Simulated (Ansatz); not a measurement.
NiMoIrPdW: equation of state with PBE

Crystal: NiMoIrPdW.

```
CELL_PARAMETERS angstrom
-1.37004 1.37004 9.71647
1.37004 -1.37004 9.71647
1.37004 1.37004 -9.71647
ATOMIC_POSITIONS crystal
Ni 0.19862 0.19862 0.00000
Mo 0.60922 0.60922 0.00000
Pd 0.79310 0.79310 0.00000
Ir 0.39944 0.39944 0.00000
W 0.99565 0.99565 0.00000
```

The cell was built by a generator and needn't be a form met in nature.

| Property | Result |
| --- | --- |
| Program | Ansatz 0.2.0 |
| Task | equation of state |
| Functional | PBE |
| Potentials or basis | Ansatz PAW |
| Cutoff | 420 eV |
| Density cutoff | 1680 eV |
| k mesh | 13 × 13 × 13 |
| Occupations | fermi-dirac, width 0.05 eV |
| Spin | collinear spin, ferromagnetic start |
| Starting moments | [1.0, 1.0, 0.0, 0.6, 0.0] μB |

```
Equilibrium volume                        : 14.59 Å³/atom
Bulk modulus at fixed shape and positions : 256 GPa
Pressure derivative of the bulk modulus   : 4.7
```

Energy against volume, from the lowest point:
| volume (Å³/atom) | energy (meV/atom) |
| --- | --- |
| 13.715 | 47.03 |
| 14.007 | 20.05 |
| 14.299 | 4.79 |
| 14.590 | 0.00 |
| 14.882 | 4.54 |
| 15.174 | 17.41 |
| 15.466 | 37.70 |

All runs of the series together: 3.9 min on 8 threads of Arm Neoverse V2, with other jobs on the host.

Caveat: the cell was scaled at fixed shape and fractional positions, which overstates the stiffness of a crystal with free parameters, most of all of layers and chains. Spin-orbit coupling is left out, which matters for the levels of Ir, W.
